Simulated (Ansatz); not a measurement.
# H19NO8: the cost of one run

Method: DFT PBE+D3(BJ), plane waves, PAW, scalar-relativistic, no spin polarisation, in Ansatz 0.2.0.

## 1. Starting point

The cell holds 28 atoms (H19NO8): a = 6.066 Å, b = 6.066 Å, c = 6.066 Å, α = 90.00°, β = 90.00°, γ = 90.00°.

Its coordinates follow in the input file.

## 2. Relaxing the start

File input.yaml:

```yaml
accuracy: low
crystal:
  lattice:
    - [6.065939, 0.0, 0.0]
    - [0.0, 6.065939, 0.0]
    - [0.0, 0.0, 6.065939]
  atoms:
    - { symbol: O, position: [0.2909986, 0.2951092, 0.5867136] }
    - { symbol: H, position: [0.3510396, 0.2494639, 0.7274508] }
    - { symbol: H, position: [0.2338337, 0.1600914, 0.5234857] }
    - { symbol: O, position: [0.5843648, 0.4255601, 0.2756936] }
    - { symbol: H, position: [0.5256115, 0.4843692, 0.1393671] }
    - { symbol: H, position: [0.7008574, 0.3271831, 0.2282931] }
    - { symbol: O, position: [0.7279293, 0.1652625, 0.849258] }
    - { symbol: H, position: [0.7602877, 0.1449329, 0.6942257] }
    - { symbol: H, position: [0.7367235, 0.0179379, 0.9101966] }
    - { symbol: O, position: [0.8654493, 0.5852225, 0.5344683] }
    - { symbol: H, position: [0.9842897, 0.6060839, 0.6390491] }
    - { symbol: H, position: [0.8716044, 0.4295355, 0.4995532] }
    - { symbol: O, position: [0.9227551, 0.5729453, 0.1094011] }
    - { symbol: H, position: [0.8691315, 0.6900178, 0.0149876] }
    - { symbol: H, position: [0.8789433, 0.4392707, 0.0338563] }
    - { symbol: O, position: [0.077484, -0.0461493, 0.234275] }
    - { symbol: H, position: [0.0357212, 0.0493831, 0.3552081] }
    - { symbol: H, position: [0.0720808, 0.0490523, 0.1062015] }
    - { symbol: O, position: [0.3863363, 0.6371283, 0.8572328] }
    - { symbol: H, position: [0.2439069, 0.6297406, 0.7854368] }
    - { symbol: H, position: [0.4563905, 0.4990046, 0.8183792] }
    - { symbol: O, position: [0.5243469, 0.9855904, 0.425176] }
    - { symbol: H, position: [0.6700379, 0.9656103, 0.4873879] }
    - { symbol: H, position: [0.4291067, 0.9018226, 0.522169] }
    - { symbol: "N", position: [0.3476463, 0.0446642, 1.0350325] }
    - { symbol: H, position: [0.4597001, 0.1558783, 0.9787033] }
    - { symbol: H, position: [0.4341962, -0.0930173, 1.0756591] }
    - { symbol: H, position: [0.2521604, 0.0032626, 0.9036326] }
basis:
  ecutwfc: 420.0
kpoints:
  mp_grid: { grid: [1, 1, 1] }
hamiltonian:
  xc: pbe
  dispersion: d3bj
scf:
  occupations: { method: fermi_dirac, width: 0.05 }
  lower_state_search: "off"
relax:
  f_tol: 0.3
  max_steps: 15
  adjacent_minimum: "off"
output:
  write_density: true
  write_potential: true
  elf: true
  volumetric_format: npy
```

Started as:

```console
> ansatz run input.yaml --threads 1 --pin off --max-ram 3072MiB --backend cpu --events-out ev --progress --plain --runs-dir out
```

What time and memory should one allow on 1 thread of Arm Neoverse V1, shared host?

About 29 s, with a peak of 0.31 GiB.
